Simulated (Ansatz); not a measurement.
# C₂H₇AlSSi: a ladder of functionals and wavefunction methods

The task here is to estimate one member of a computed series from the others.

The runs use Ansatz 0.2.0, Gaussian basis; functionals in def2-TZVPP, the program's frozen cores in correlated methods.

The runs, in order: LDA (SPW92), PBE-D4, revPBE-D4, BLYP-D4, r2SCAN-D4, B97M-V, PBE0-D4, B3LYP-D4, r2SCANh-D4, r2SCAN0-D4, HSE06-D4, BHLYP-D4, CAM-B3LYP-D4, LC-ωPBE, ωB97X-V, ωB97M-V, B2PLYP, PBE-QIDH; CCSD(T)/def2-SVP; CCSD(T)/def2-TZVPP; MP2/def2-QZVPP; extrapolation to the limit; RPA on PBE.

**Structure used throughout**

All runs share one geometry, relaxed beforehand with PBE0-D4 in a triple-zeta def2 set.

12 atoms, charge 0, spin multiplicity 1.

Atoms are counted from 1 here; the program's logs count them from 0.

Bond lengths: C1–C2 1.334 Å, C1–H6 1.091 Å, C1–H7 1.090 Å, C2–Al3 1.997 Å, C2–Si4 1.836 Å, Al3–H8 1.591 Å, Al3–H9 1.592 Å, Si4–S5 2.214 Å, Si4–H10 1.488 Å, Si4–H11 1.484 Å, S5–H12 1.346 Å. Angles: C2–C1–H6 123.7°, C2–C1–H7 122.0°, H6–C1–H7 114.3°, C1–C2–Al3 133.0°, C1–C2–Si4 126.2°, Al3–C2–Si4 100.1°, C2–Al3–H8 118.7°, C2–Al3–H9 116.5°, H8–Al3–H9 121.5°, C2–Si4–S5 97.0°, C2–Si4–H10 120.6°, C2–Si4–H11 115.8°, S5–Si4–H10 108.8°, S5–Si4–H11 101.8°, H10–Si4–H11 109.9°, Si4–S5–H12 94.3°.

Set-up of the first run:

The input, in.yaml:

```yaml
crystal:
  periodic: [false, false, false]
  atoms:
    - {symbol: C, position_ang: [1.265906, -0.486165, -1.516479]}
    - {symbol: C, position_ang: [0.358913, -0.367946, -0.545295]}
    - {symbol: Al, position_ang: [0.295622, -1.012966, 1.343506]}
    - {symbol: Si, position_ang: [-1.106645, 0.737853, -0.557941]}
    - {symbol: S, position_ang: [-1.242071, 1.031186, 1.632219]}
    - {symbol: H, position_ang: [1.197959, 0.032690, -2.473414]}
    - {symbol: H, position_ang: [2.148091, -1.116879, -1.409806]}
    - {symbol: H, position_ang: [1.538108, -0.716982, 2.292944]}
    - {symbol: H, position_ang: [-0.729320, -2.188946, 1.659104]}
    - {symbol: H, position_ang: [-1.045918, 2.069943, -1.217792]}
    - {symbol: H, position_ang: [-2.405374, 0.084451, -0.857010]}
    - {symbol: H, position_ang: [-0.198171, 1.878557, 1.684164]}
basis:
  gaussian: {orbitals: def2-TZVPP}
hamiltonian: {xc: lda}
output: {orbitals: {seedname: orbitals}}
```

Among the steps run: LDA; PBE-D4 (GGA); revPBE-D4 (GGA); BLYP-D4 (GGA); r2SCAN-D4 (meta-GGA); B97M-V (meta-GGA); PBE0-D4 (hybrid); B3LYP-D4 (hybrid); r2SCANh-D4 (hybrid); r2SCAN0-D4 (hybrid); HSE06-D4 (hybrid); BHLYP-D4 (hybrid); CAM-B3LYP-D4 (range-separated); LC-ωPBE (range-separated); ωB97X-V (range-separated); ωB97M-V (range-separated); B2PLYP (double hybrid); PBE-QIDH (double hybrid).

One of the session's tables, all rows but one given; the rest of the session is left out.

It belongs to the step «Frontier levels by functional». 

| functional | HOMO (eV) | gap (eV) |
| --- | --- | --- |
| LDA (SPW92) | -6.15 | 3.84 |
| PBE-D4 | -6.06 | 3.96 |
| revPBE-D4 | -6.02 | 4.00 |
| BLYP-D4 | -5.95 | 4.03 |
| r2SCAN-D4 | -6.28 | 4.36 |
| B97M-V | -6.43 | 4.49 |
| PBE0-D4 | -7.24 | 6.06 |
| B3LYP-D4 | -7.05 | 5.71 |
| r2SCANh-D4 | -6.72 | 5.14 |
| r2SCAN0-D4 | -7.39 | 6.30 |
| HSE06-D4 | -6.84 | 5.29 |
| BHLYP-D4 | -8.36 | 8.24 |
| CAM-B3LYP-D4 | -8.56 | 8.52 |
| LC-ωPBE | -9.87 | 10.90 |
| ωB97X-V | -9.54 | 10.50 |
| ωB97M-V | ? | ? |

Q: Estimate the row for ωB97M-V from the others.

The run gave: HOMO (eV): -9.38; gap (eV): 10.16. In the column «HOMO (eV)» it lies between ωB97X-V (-9.54) and CAM-B3LYP-D4 (-8.56).
